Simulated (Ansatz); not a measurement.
# Br2GaH3OSi: one species, many methods

One table from this session's results is given with a row withheld; the runs are named, their logs left out.

Method: functionals in def2-TZVPP, the program's frozen cores in correlated methods; program: Ansatz 0.2.0, Gaussian basis.

Levels to be run: LDA (SPW92), PBE-D4, revPBE-D4, BLYP-D4, r2SCAN-D4, B97M-V, PBE0-D4, B3LYP-D4, r2SCANh-D4, r2SCAN0-D4, HSE06-D4, BHLYP-D4, CAM-B3LYP-D4, LC-ωPBE, ωB97X-V, ωB97M-V, B2PLYP, PBE-QIDH; CCSD(T)/def2-SVP; CCSD(T)/def2-TZVPP; MP2/def2-QZVPP; extrapolation to the limit; RPA on PBE.

**The relaxed structure**

The geometry comes from an earlier relaxation with PBE0-D4 in a triple-zeta def2 set; it is a stationary point, not always the lowest conformer.

SMILES `[SiH3][O][Ga]([Br])[Br]`, 8 atoms, charge 0, spin multiplicity 1.

Atoms are counted from 1 here; the program's logs count them from 0.

Bond lengths: Si1–O2 1.642 Å, Si1–H6 1.487 Å, Si1–H7 1.484 Å, Si1–H8 1.488 Å, O2–Ga3 1.757 Å, Ga3–Br4 2.254 Å, Ga3–Br5 2.263 Å. Angles: O2–Si1–H6 110.1°, O2–Si1–H7 108.0°, O2–Si1–H8 111.0°, H6–Si1–H7 109.5°, H6–Si1–H8 108.8°, H7–Si1–H8 109.4°, Si1–O2–Ga3 138.0°, O2–Ga3–Br4 118.3°, O2–Ga3–Br5 119.8°, Br4–Ga3–Br5 121.9°.

Set-up of the first run:

The input, in.yaml:

```yaml
crystal:
  periodic: [false, false, false]
  atoms:
    - {symbol: Si, position_ang: [0.271719, -0.624843, 1.297112]}
    - {symbol: O, position_ang: [-0.337724, -0.562070, -0.226181]}
    - {symbol: Ga, position_ang: [-0.402222, 0.579399, -1.560661]}
    - {symbol: Br, position_ang: [-1.466090, -0.042116, -3.447878]}
    - {symbol: Br, position_ang: [0.571259, 2.611545, -1.350548]}
    - {symbol: H, position_ang: [-0.693893, -0.030300, 2.258316]}
    - {symbol: H, position_ang: [0.499621, -2.049824, 1.642246]}
    - {symbol: H, position_ang: [1.557330, 0.118220, 1.387603]}
basis:
  gaussian: {orbitals: def2-TZVPP}
hamiltonian: {xc: lda}
output: {orbitals: {seedname: orbitals}}
```

Launch:

```bash
ansatz run in.yaml --threads 2 --pin off --events-out ev --progress --plain --max-ram 20480MiB --backend cpu
```

Among the steps run: LDA; PBE-D4 (GGA); revPBE-D4 (GGA); BLYP-D4 (GGA); r2SCAN-D4 (meta-GGA); B97M-V (meta-GGA); PBE0-D4 (hybrid); B3LYP-D4 (hybrid); r2SCANh-D4 (hybrid); r2SCAN0-D4 (hybrid); HSE06-D4 (hybrid); BHLYP-D4 (hybrid); CAM-B3LYP-D4 (range-separated); LC-ωPBE (range-separated); ωB97X-V (range-separated); ωB97M-V (range-separated); B2PLYP (double hybrid); PBE-QIDH (double hybrid).

One of the session's tables, all rows but one given; the rest of the session is left out.

It belongs to the step «Frontier levels by functional». 

| functional | HOMO (eV) | LUMO (eV) | gap (eV) |
| --- | --- | --- | --- |
| LDA (SPW92) | -7.62 | -3.15 | 4.47 |
| PBE-D4 | -7.48 | -2.82 | 4.65 |
| revPBE-D4 | -7.42 | -2.69 | 4.73 |
| BLYP-D4 | -7.30 | -2.77 | 4.53 |
| r2SCAN-D4 | -7.83 | -2.57 | 5.26 |
| B97M-V | -7.91 | -2.61 | 5.30 |
| PBE0-D4 | -8.79 | -1.91 | 6.88 |
| B3LYP-D4 | -8.51 | -2.22 | 6.29 |
| r2SCANh-D4 | -8.31 | -2.25 | 6.06 |
| r2SCAN0-D4 | -9.03 | -1.77 | 7.26 |
| HSE06-D4 | -8.39 | -2.28 | 6.11 |
| BHLYP-D4 | -9.91 | -1.00 | 8.91 |
| CAM-B3LYP-D4 | -10.10 | -0.96 | 9.14 |
| LC-ωPBE | ? | ? | ? |
| ωB97X-V | -11.15 | 0.16 | 11.31 |
| ωB97M-V | -11.01 | -0.03 | 10.97 |

Q: Estimate the row for LC-ωPBE from the others.

The run gave: HOMO (eV): -11.52; LUMO (eV): 0.32; gap (eV): 11.84. In the column «HOMO (eV)» it is the lowest.
